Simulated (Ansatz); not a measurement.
# TaTi3, space group Pm-3m: a scan of one input key

Program: the Python package of Ansatz (0.2.0).

The cells in order, each with its output:

```python
import ansatz as az
from tabulate import tabulate
```

```python
xtal = (
    az.Lattice.of((4.133054, 0.0, 0.0), (0.0, 4.133054, 0.0), (0.0, 0.0, 4.133054))
    .atom("Ti", (0.0, 0.5, 0.5))
    .atom("Ti", (0.5, 0.0, 0.5))
    .atom("Ti", (0.5, 0.5, 0.0))
    .atom("Ta", (0.0, 0.0, 0.0))
)
```

```python
[site.symbol for site in xtal.resolved().sites]
```

    ['Ti', 'Ti', 'Ti', 'Ta']

```python
job = xtal.calculation()
job = job.functional(az.Functional.LDA)
job = job.basis(16 * az.Ha)
job = job.kpoints(spacing=0.29)
job = job.occupations("cold", width=0.1)
job = job.band_table()
typed = job.input()
rows = []
for value in [1, 2, 3]:
    edited = typed.set(az.key.basis.xc_grid, value)
    summary = az.Session.from_dict(edited).plan().execute().report
    rows.append((value, summary["free_energy_ev"], summary["n_iterations"], len(summary["eigenvalues_ev"][0]) if "eigenvalues_ev" in summary else 0))
print(tabulate(rows, headers=["xc grid", "F eV", "iterations", "bands listed"], floatfmt=".4f", tablefmt="github"))
```

    |   xc grid |        F eV |   iterations |   bands listed |
    |-----------|-------------|--------------|----------------|
    |         1 | -17032.9869 |            6 |             30 |
    |         2 | -17032.9869 |            6 |             30 |
    |         3 | -17032.9869 |            6 |             30 |

Reading the output:
- Absolute energies stand on the zero of these potentials, so only differences at equal settings mean something. A total without «per atom» is that of the whole cell that was run.
- For a metal this k-point mesh is coarse: on a finer one energies can move by several to tens of meV an atom and pressures by half a GPa or more, differences at one mesh by less.
- Spin-orbit coupling, which matters for elements this heavy, is left out.
- This cell is a computed structure, which may not be the phase found in nature.
- Wall time of the script: 3.7 s on 1 thread of Intel(R) Xeon(R) 6975P-C (Granite Rapids) (shared host), peak memory 0.44 GiB.
